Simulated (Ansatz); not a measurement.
# Ca: the cost of one run

Method: DFT r2SCAN, scalar-relativistic, plane waves, PAW, in Ansatz 0.2.0.

The COD cell was measured well above room temperature, so it is larger than a cold one.

### 1 The structure to begin with

Symmetry: Im-3m, No. 229, cubic system. The conventional cell has a = 4.480 Å, b = 4.480 Å, c = 4.480 Å, α = 90.00°, β = 90.00°, γ = 90.00°. Ca (site symmetry m-3m) has 8 Ca at 3.88 Å in its first shell of neighbours.

Coordinates:

```cif
data_structure
_symmetry_space_group_name_H-M 'P 1'
_symmetry_Int_Tables_number 1
_cell_length_a 3.8798
_cell_length_b 3.8798
_cell_length_c 3.8798
_cell_angle_alpha 109.471
_cell_angle_beta 109.471
_cell_angle_gamma 109.471
_cell_volume 44.96
loop_
_atom_site_label
_atom_site_type_symbol
_atom_site_fract_x
_atom_site_fract_y
_atom_site_fract_z
_atom_site_occupancy
Ca1 Ca 0.00000 0.00000 0.00000 1
```

The cell is taken as given, not relaxed at this level.

### 2 Zero of energy

Reference values: F = -1821.6631 eV; pressure -0.63 GPa; largest force 0.000 eV/Å; gap on the mesh none (metal). It was computed beforehand with the settings of the runs below.

### 3 Next: energy and stress against strain

The cell is strained by ε times the Voigt pattern (0, 1, 0, 0, 0, 0) (xx, yy, zz, yz, xz, xy; engineering shear), with fractional coordinates fixed (clamped ions). The stress on the pattern is the sum of the stress components weighted by it, tension positive.

### 4 Point ε = -0.0400

input.yaml

```yaml
crystal:
  lattice:
    - [-2.24, 2.1504, 2.24]
    - [2.24, -2.1504, 2.24]
    - [2.24, 2.1504, -2.24]
  atoms:
    - { symbol: Ca, position: [0.0, 0.0, 0.0] }
basis:
  ecutwfc: 500
kpoints:
  mp_grid: { grid: [16, 16, 16] }
hamiltonian:
  xc: r2scan
scf:
  occupations: { method: gaussian, width: 0.15 }
output:
  forces: true
  stress: true
  eigenvalues: true
```

The run is started by

```bash
$ ansatz run input.yaml --threads 1 --pin off --max-ram 2560MiB --backend cpu --events-out ev --progress --plain --runs-dir out
```

Q: Estimate wall time and peak memory on 1 thread of Arm Neoverse V1, shared host.

About 16 s, with a peak of 0.54 GiB.
